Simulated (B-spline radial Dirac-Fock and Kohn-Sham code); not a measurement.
# Zr⁴⁺: two attempts at the core levels

Wanted: ΔSCF binding energies of Zr⁴⁺ for K, L3 and M5.

Method: Delta-SCF core binding energies without Breit or QED terms under the stated settings; computed with B-spline radial Dirac-Fock and Kohn-Sham code, version 5.

## Step 1: The system

Zirconium as Zr⁴⁺ in the configuration [Ar] 3d10 4s2 4p6.

```
nuclear charge     : 40
electrons          : 36
mass number        : 90
nuclear rms radius : 4.2694 fm
```

## Step 2: First attempt

Settings in task.json:

```ini
rel = dirac
method = hf
nuc = fermi
radius_factor = 100.0
rmax = 45.0
h = 0.3
order = 8
points = 10
c_factor = 1.0
maxit = 96
damp = 0.5
ndamp = 3
tol = 1e-08
```

On the command line:

```bash
$ python xray2_run.py task.json out
```

From the run's result record (rounded, not every field):

```text
{
  "status": "converged",
  "total_energy [Ha]": -3435.716939,
  "virial_ratio": 2.043138,
  "iterations": [9, 9, 9, 9],
  "converged": [true, true, true, true],
  "highest_orbital_energy [eV]": -80.66213,
  "holes": ["K", "L3", "M5"],
  "binding [eV]": [16258.14, 2297.322, 237.7724],
  "scf_energy [Ha]": [-3431.796242, -3435.269787, -3435.680483, -3435.713655, -3435.716411, -3435.716938, -3435.716939, -3435.716939, -3435.716939],
  "scf_error": [1.7, 0.26, 0.064, 0.015, 0.0092, 0.00039, 4.5e-05, 4.7e-06, 1.5e-07],
  "cells": 44
}
```

## Step 3: What went wrong

The run converged, but to the answer of an unsound model or basis. The fault: radius_factor inflates the nucleus, as a slip of units would.

Remedy: set radius_factor = 1.0.

## Step 4: Second try

Changed: radius_factor = 1.0, maxit = 60.

From the run's result record (rounded, not every field):

```text
{
  "status": "converged",
  "total_energy [Ha]": -3594.4245436,
  "virial_ratio": 1.96737,
  "iterations": [9, 9, 9, 9],
  "converged": [true, true, true, true],
  "highest_orbital_energy [eV]": -79.96261,
  "holes": ["K", "L3", "M5"],
  "binding [eV]": [18099.21, 2282.655, 234.8641],
  "cells": 60
}
```

## Step 5: Outcome

| quantity | value |
| --- | --- |
| first try | converged |
| fault | radius_factor inflates the nucleus, as a slip of units would |
| cure | radius_factor = 1.0 |
| mended run | converged (ground state in 9 iterations) |
| K binding | 18099.2 eV (first try 16258.1) |
| L3 binding | 2282.7 eV (first try 2297.3) |
| M5 binding | 234.9 eV (first try 237.8) |

What this shows: The first try was off by -1841.08 eV for K, +14.67 eV for L3 and +2.91 eV for M5. It gave no warning. The mended values lack Breit and QED terms.
